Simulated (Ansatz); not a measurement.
# Ba: equation of state

The task here is to estimate one member of a computed series from the others.

Method: DFT PBEsol, scalar-relativistic, in Ansatz 0.2.0.

## Starting point

It takes space group Im-3m (No. 229, cubic). Conventional cell: a = 5.000 Å, b = 5.000 Å, c = 5.000 Å, α = 90.00°, β = 90.00°, γ = 90.00°. Ba (site symmetry m-3m) is surrounded by 8 Ba at 4.33 Å.

As a file:

```cif
data_structure
_symmetry_space_group_name_H-M 'P 1'
_symmetry_Int_Tables_number 1
_cell_length_a 4.3301
_cell_length_b 4.3301
_cell_length_c 4.3301
_cell_angle_alpha 109.471
_cell_angle_beta 109.471
_cell_angle_gamma 109.471
_cell_volume 62.50
loop_
_atom_site_label
_atom_site_type_symbol
_atom_site_fract_x
_atom_site_fract_y
_atom_site_fract_z
_atom_site_occupancy
Ba1 Ba 0.00000 0.00000 0.00000 1
```

Set-up of the first run:

input.yaml

```yaml
crystal:
  lattice:
    - [-2.4662120743, 2.4662120743, 2.4662120743]
    - [2.4662120743, -2.4662120743, 2.4662120743]
    - [2.4662120743, 2.4662120743, -2.4662120743]
  atoms:
    - { symbol: Ba, position: [0.0, 0.0, 0.0] }
kpoints:
  mp_grid: { grid: [10, 10, 10] }
  band_path:
    path:
      - [0.0, 0.0, 0.0]
      - [0.5, -0.5, 0.5]
      - [0.0, 0.0, 0.5]
      - [0.0, 0.0, 0.0]
      - [0.25, 0.25, 0.25]
      - [0.5, -0.5, 0.5]
      - [0.25, 0.25, 0.25]
      - [0.0, 0.0, 0.5]
    npoints: 5
scf:
  occupations: { method: fermi_dirac, width: 0.05 }
hamiltonian:
  xc: pbesol
  pseudopotentials: { kind: all_electron, lapw: { basis_error: 0.0005 } }
output:
  forces: true
  stress: true
  eigenvalues: true
```

The run is started by

```console
$ ansatz run input.yaml --threads 1 --pin off --max-ram 3072MiB --backend cpu --events-out ev --progress --plain --runs-dir out
```

Among the steps run: Volume × 0.96, LAPW; Volume × 0.96, PAW; Volume × 0.96, crystal datasets; Volume × 0.99, LAPW; Volume × 0.99, PAW; Volume × 0.99, crystal datasets; Volume × 1.02, LAPW; Volume × 1.02, PAW; Volume × 1.02, crystal datasets; Volume × 1.06, LAPW; Volume × 1.06, PAW; Volume × 1.06, crystal datasets.

One table of the session follows, with a row left open; its other results are not shown here.

It belongs to the step «Fits». 

| method | volume (Å³/atom) | pressure (GPa) |
| --- | --- | --- |
| LAPW | 60.000 | -0.27 |
| LAPW | 61.875 | -0.52 |
| LAPW | 63.750 | -0.74 |
| LAPW | 66.250 | -1.00 |
| PAW | 60.000 | -0.27 |
| PAW | 61.875 | -0.52 |
| PAW | 63.750 | ? |
| PAW | 66.250 | -1.00 |
| crystal datasets | 60.000 | -0.27 |
| crystal datasets | 61.875 | -0.52 |
| crystal datasets | 63.750 | -0.74 |
| crystal datasets | 66.250 | -1.00 |

Q: Estimate the row for PAW, 63.750 from the others.

**Answer.** pressure (GPa): -0.75. In the column «pressure (GPa)» it lies between crystal datasets, 66.250 (-1.00) and LAPW, 63.750 (-0.74).

Caveats from the session: Warnings in the runs' records: gradients without spin orbit, crystal datasets made.
